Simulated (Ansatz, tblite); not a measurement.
# The cluster Ti₂O₄+: rung by rung

The task here is to estimate one member of a computed series from the others.

Computed with Ansatz 0.2.0, Gaussian basis. Level: as each input shows.

Plan: GFN1-xTB, GFN2-xTB, PBE-D4/def2-TZVP, r2SCAN-D4/def2-TZVP, B97M-V/def2-TZVP, BHLYP-D4/def2-TZVP, LC-ωPBE/def2-TZVP, PBE-D4/def2-SVP, PBE0-D4/def2-SVP, CCSD(T)/def2-SVP, MP2/def2-TZVP.

3 further runs of the same task are left out: 3 set aside as unsound or not needed. Runs told in other sessions of the task aren't counted.

**The geometry**

The geometry is that of the doublet, from an earlier relaxation (r2SCAN-D4/def2-SVP). At that level it is the lowest of the isomers that a small search found.

6 atoms, charge 1, spin multiplicity 2.

Bond lengths: Ti1–O3 1.904 Å, Ti1–O4 1.577 Å, Ti1–O5 1.903 Å, Ti2–O3 1.738 Å, Ti2–O5 1.738 Å, Ti2–O6 1.774 Å. Angles: O3–Ti1–O4 106.0°, O3–Ti1–O5 79.1°, O4–Ti1–O5 106.0°, O3–Ti2–O5 88.4°, O3–Ti2–O6 105.4°, O5–Ti2–O6 105.6°, Ti1–O3–Ti2 96.2°, Ti1–O5–Ti2 96.3°.

Coordinates:

```xyz
6
charge 1, multiplicity 2
Ti   -1.38051   -0.26006   -0.08674
Ti    1.27055    0.28483    0.10927
O     0.11893   -0.64061    1.02380
O    -2.24261    0.80339    0.69533
O    -0.01484    0.72197   -0.97627
O     2.24849   -0.90952   -0.76538
```

No spin-orbit coupling is included. The ion is computed in the gas phase, without counter-ions or solvent.

PBE0-D4/def2-TZVP was run before; its log isn't repeated, and its numbers join the tables.

The first run:

Tight binding, by tblite at 300 K electronic temperature and without a spin-polarisation term:

```python
tblite.interface.Calculator('GFN1-xTB', numbers, positions, charge=1, uhf=1).singlepoint()
```

Tight binding, by tblite at 300 K electronic temperature and without a spin-polarisation term:

```python
tblite.interface.Calculator('GFN2-xTB', numbers, positions, charge=1, uhf=1).singlepoint()
```

start.molden holds the orbitals of an earlier run on this state, given as this run's starting guess.

Input file in.yaml:

```yaml
crystal:
  periodic: [false, false, false]
  atoms:
    - {symbol: Ti, position_ang: [-1.380515, -0.260057, -0.086744]}
    - {symbol: Ti, position_ang: [1.270551, 0.284827, 0.109266]}
    - {symbol: O, position_ang: [0.118929, -0.640608, 1.023797]}
    - {symbol: O, position_ang: [-2.242607, 0.803386, 0.695329]}
    - {symbol: O, position_ang: [-0.014844, 0.721970, -0.976266]}
    - {symbol: O, position_ang: [2.248485, -0.909518, -0.765382]}
basis:
  gaussian: {orbitals: def2-TZVP, initial_orbitals: start.molden}
total_charge: 1
magnetization: {spin_polarized: true, initial_magnetization: 1}
hamiltonian: {xc: pbe, dispersion: d4}
scf: {omitted_lower_state_checks: [starts]}
output: {forces: true, orbitals: {seedname: orbitals}}
```

The run is started by

```bash
$ ansatz run in.yaml --threads 4 --pin off --events-out ev --progress --plain --max-ram 4787MiB
```

Among the steps run: PBE-D4/def2-TZVP; r2SCAN-D4/def2-TZVP; B97M-V/def2-TZVP; BHLYP-D4/def2-TZVP; LC-ωPBE/def2-TZVP; PBE-D4/def2-SVP; PBE0-D4/def2-SVP; CCSD(T)/def2-SVP; MP2/def2-TZVP.

One of the session's tables, all rows but one given; the rest of the session is left out.

It belongs to the step «Levels side by side». 

```
              level  HOMO (eV)  LUMO (eV)  gap (eV)
    PBE-D4/def2-SVP     -12.54     -11.90      0.64
   PBE-D4/def2-TZVP     -12.60     -11.93      0.67
r2SCAN-D4/def2-TZVP          ?          ?         ?
   B97M-V/def2-TZVP     -13.00     -11.33      1.67
   PBE0-D4/def2-SVP     -14.20     -10.46      3.74
  PBE0-D4/def2-TZVP     -14.16     -10.40      3.76
 BHLYP-D4/def2-TZVP     -15.64      -8.87      6.76
  LC-ωPBE/def2-TZVP     -16.94      -7.85      9.09
```

**Question.** Estimate the row for r2SCAN-D4/def2-TZVP.

As computed: HOMO (eV): -12.94; LUMO (eV): -11.41; gap (eV): 1.54. In the column «HOMO (eV)» it lies between B97M-V/def2-TZVP (-13.00) and PBE-D4/def2-TZVP (-12.60).
